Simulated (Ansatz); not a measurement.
# Ni: the cost of one run

Program: Ansatz 0.2.0. Level of theory: DFT PBE, scalar-relativistic, plane waves, PAW. These are calculated values, not measurements.

## 1. The system as given

It takes space group Fm-3m (No. 225, cubic). Conventional cell: a = 3.524 Å, b = 3.524 Å, c = 3.524 Å, α = 90.00°, β = 90.00°, γ = 90.00°. Ni (site symmetry m-3m) has 12 Ni at 2.49 Å as nearest neighbours.

As a file:

```
CELL_PARAMETERS angstrom
0.00000 1.76194 1.76194
1.76194 0.00000 1.76194
1.76194 1.76194 0.00000
ATOMIC_POSITIONS crystal
Ni 0.00000 0.00000 0.00000
```

The structure rests on an entry of the Crystallography Open Database; cell or positions may have been set otherwise for this series.

## 2. Relaxing cell and atoms: Ni, moments +

input.yaml reads:

```yaml
crystal:
  lattice:
    - [0.0, 1.761935, 1.761935]
    - [1.761935, 0.0, 1.761935]
    - [1.761935, 1.761935, 0.0]
  atoms:
    - { symbol: Ni, position: [0.0, 0.0, 0.0], spin: 0.7 }
magnetization:
  spin_polarized: true
scf:
  occupations: { method: gaussian, width: 0.05 }
output:
  forces: true
  stress: true
  eigenvalues: true
  populations: true
  write_density: true
  write_potential: true
  elf: true
  volumetric_format: npy
kpoints:
  mp_grid: { grid: [16, 16, 16] }
hamiltonian:
  xc: pbe
relax:
  f_tol: 0.01
  adjacent_minimum: "off"
  cell: { stress_tol: 0.05 }
```

Command:

```
$ ansatz run input.yaml --threads 4 --pin off --max-ram 12288MiB --backend cpu --events-out ev --progress --plain --runs-dir out
```

Q: Estimate wall time and peak memory on 4 threads of Intel Xeon 6975P-C (Granite Rapids), shared host.

About 3.4 s, with a peak of 0.39 GiB.
